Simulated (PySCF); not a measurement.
# C4H3BrN2 (2-Bromopyrimidine): the cost of one run

Programs: PySCF 2.14.0, with routines of our own; each step states its level. All values are computed. Atoms count from 0.

### 1 The starting structure

10 atoms, charge 0, multiplicity 1; geometry from: GFN2-xTB.

### 2 Geometry optimisation at PBE0-D3(BJ)/def2-SVP

Job settings and geometry (Å):

```
{"job": {"xc": "PBE0", "basis": "def2-SVP", "d3": "d3bj", "grid": 1, "maxiter": 30, "shake": 0.01, "kind": "geom"}, "charge": 0, "multiplicity": 1}
Br     3.318350    -0.141200    -0.067100
C      1.413420    -0.054470    -0.035450
N      0.774830    -1.209990    -0.047560
C     -0.493230    -1.158560    -0.013720
C     -1.220070     0.036880     0.013000
C     -0.445980     1.200730     0.023510
N      0.888910     1.147060    -0.003160
H     -1.013650    -2.113390    -0.019560
H     -2.294820     0.087240     0.066940
H     -0.877320     2.184760     0.062050
```

The run is started by

```sh
> OMP_NUM_THREADS=2 python heavy_run.py task.json out
```

The driver reads the jobs from task.json and runs them one after another.

Q: Estimate the wall time and peak memory of this first job on 2 threads of AMD EPYC 9R45, shared host.

About 18 s, with a peak of 0.59 GiB.
